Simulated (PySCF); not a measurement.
**BeHCl3, a complex of two parts: interaction energy**

An exercise on one series of results from a longer session: the logs are not shown, and one member is left open.

Programs: PySCF 2.14.0. All values are calculated, for the isolated system unless a continuum is named. Atoms count from 0, parts from 1.

## Starting point

5 atoms, charge 0, multiplicity 1; geometry: GFN2-xTB. Parts: 1 = atoms 0–2, `[Cl][Be][Cl]`, charge 0; 2 = atoms 3–4, `Cl`, charge 0.

Set-up of the first run:

What the job is given:

```
{"job": {"xc": "PBE0", "basis": "def2-TZVPD", "d3": "d3bj", "grid": 3, "kind": "geom", "shake": 0.01}, "charge": 0, "multiplicity": 1, "parts": [{"atoms": "0-2", "charge": 0, "multiplicity": 1}, {"atoms": "3-4", "charge": 0, "multiplicity": 1}]}
Cl     1.375396    -1.159905    -0.712458
Be     0.267548     0.290012    -0.598729
Cl    -1.054353     1.258611     0.176439
Cl     0.918827     1.628874    -2.468024
H      0.157361     2.670278    -2.489083
```

Run with:

```console
OMP_NUM_THREADS=1 python cluster_run.py task.json out
```

This one command runs all jobs of the session in turn.

Steps of the session up to this table: Geometry optimisation at PBE0-D3(BJ)/def2-TZVPD; Coupled-cluster interaction energy: CCSD(T) and MP2, 2.26 Å; Coupled-cluster interaction energy: CCSD(T) and MP2, 2.37 Å; Coupled-cluster interaction energy: CCSD(T) and MP2, 2.48 Å; Coupled-cluster interaction energy: CCSD(T) and MP2, 2.14 Å; Coupled-cluster interaction energy: CCSD(T) and MP2, 2.82 Å; Coupled-cluster interaction energy: CCSD(T) and MP2, 2.03 Å; Coupled-cluster interaction energy: CCSD(T) and MP2, 3.38 Å; Coupled-cluster interaction energy: CCSD(T) and MP2, 4.51 Å.

One table of the session follows, with a row left open; its other results are not shown here.

It belongs to the step «Coupled-cluster interaction energy: CCSD(T) and MP2, 4.51 Å». 

```
                 method  interaction energy (kcal/mol)
         HF/aug-cc-pVDZ                          -0.90
        MP2/aug-cc-pVDZ                          -1.07
       CCSD/aug-cc-pVDZ                          -1.00
    CCSD(T)/aug-cc-pVDZ                          -1.02
         HF/aug-cc-pVQZ                              ?
        MP2/aug-cc-pVQZ                          -1.08
    SCS-MP2/aug-cc-pVQZ                          -1.00
      MP2, extrapolated                          -1.09
CCSD(T), limit estimate                          -1.04
```

Q: Estimate the row for HF/aug-cc-pVQZ from the others.

As computed: interaction energy (kcal/mol): -0.85. In the column «interaction energy (kcal/mol)» it is the highest.
